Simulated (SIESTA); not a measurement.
# HPbNO4: band structure with AM05

HPbNO4:

```
H Pb N O
1.0
     4.12040   -0.00081   -0.01120
     0.00404    6.42722    0.05360
     0.02791    3.20707    7.74994
H Pb N O
2 2 2 8
Direct
  0.90366 0.21821 0.48851
  0.40337 0.78177 0.51142
  0.39455 0.30863 0.70725
  0.89489 0.69135 0.29266
  0.63409 0.19990 0.20730
  0.13386 0.80012 0.79275
  0.90829 0.32866 0.54369
  0.53792 0.39076 0.19497
  0.53483 0.11279 0.10602
  0.83718 0.08887 0.32672
  0.40817 0.67132 0.45624
  0.03774 0.60924 0.80520
  0.03429 0.88737 0.89397
  0.33716 0.91101 0.67330
```

The cell was built by a generator and needn't be a form met in nature.

- Program: SIESTA 5.4.2
- Task: band structure
- Functional: AM05
- Potentials or basis: PseudoDojo 0.4 standard (PBEsol files)
- Basis: DZP (energy shift 0.003 Ry; two zetas on semicore shells)
- Grid cutoff: 800 Ry
- Energy shift: 0.003 Ry
- k mesh: 7 × 5 × 4
- Occupations: fermi-dirac, width 0.05 eV
- Spin: no spin polarisation
- MPI ranks: 4

```
Pressure                : 0.7 GPa
Largest force           : 0.885 eV/Å
Band gap on the k mesh  : 3.24 eV, indirect (least direct gap 3.30 eV)
Band gap along the path : 3.25 eV, indirect (least direct gap 3.30 eV)
```

Forces on the atoms (eV/Å):
```
H   -0.029 -0.715 -0.375
H   -0.025  0.715  0.376
Pb  -0.011 -0.048  0.006
Pb  -0.011  0.048 -0.006
N    0.133  0.012  0.160
N    0.129 -0.014 -0.159
O   -0.025  0.699  0.328
O   -0.238  0.776 -0.034
O   -0.268 -0.658 -0.529
O    0.438 -0.142  0.545
O   -0.027 -0.700 -0.328
O   -0.238 -0.774  0.036
O   -0.264  0.658  0.529
O    0.436  0.142 -0.550
```

Stress tensor (GPa, compression positive):
```
0.21 0.00 0.00
0.00 1.57 0.68
0.00 0.68 0.45
```

Levels at the corners of the path, in eV from the valence-band top:
```tsv
point	band 41	band 42	band 43	band 44	band 45	band 46	band 47	band 48
X	-1.17	-0.56	-0.23	-0.02	3.60	3.62	3.87	4.33
Γ	-1.32	-0.23	-0.20	-0.13	3.32	3.53	4.44	4.67
Y	-0.78	-0.78	-0.12	-0.12	3.30	3.30	4.54	4.54
L	-0.78	-0.77	-0.05	-0.05	3.27	3.27	4.49	4.49
Γ	-1.32	-0.23	-0.20	-0.13	3.32	3.53	4.44	4.67
Z	-0.74	-0.74	-0.06	-0.06	3.33	3.34	4.47	4.47
N	-0.73	-0.73	-0.08	-0.08	3.27	3.27	4.53	4.53
Γ	-1.32	-0.23	-0.20	-0.13	3.32	3.53	4.44	4.67
M	-1.28	-0.45	-0.22	0.00	3.50	3.51	4.42	4.49
R	-1.22	-0.35	-0.28	-0.22	3.46	3.59	4.25	4.47
Γ	-1.32	-0.23	-0.20	-0.13	3.32	3.53	4.44	4.67
```

Run time: 36 s on 4 MPI ranks on Intel(R) Xeon(R) 6975P-C (Granite Rapids), on a shared host, peak memory 0.4 GiB a rank.

Caveat: the potentials were made for another functional, which shifts forces and pressure; spin-orbit coupling is left out, which as a rule narrows the gap of such compounds by several tenths of an eV; the basis of atomic orbitals isn't converged, which shifts pressures, moduli and gaps.
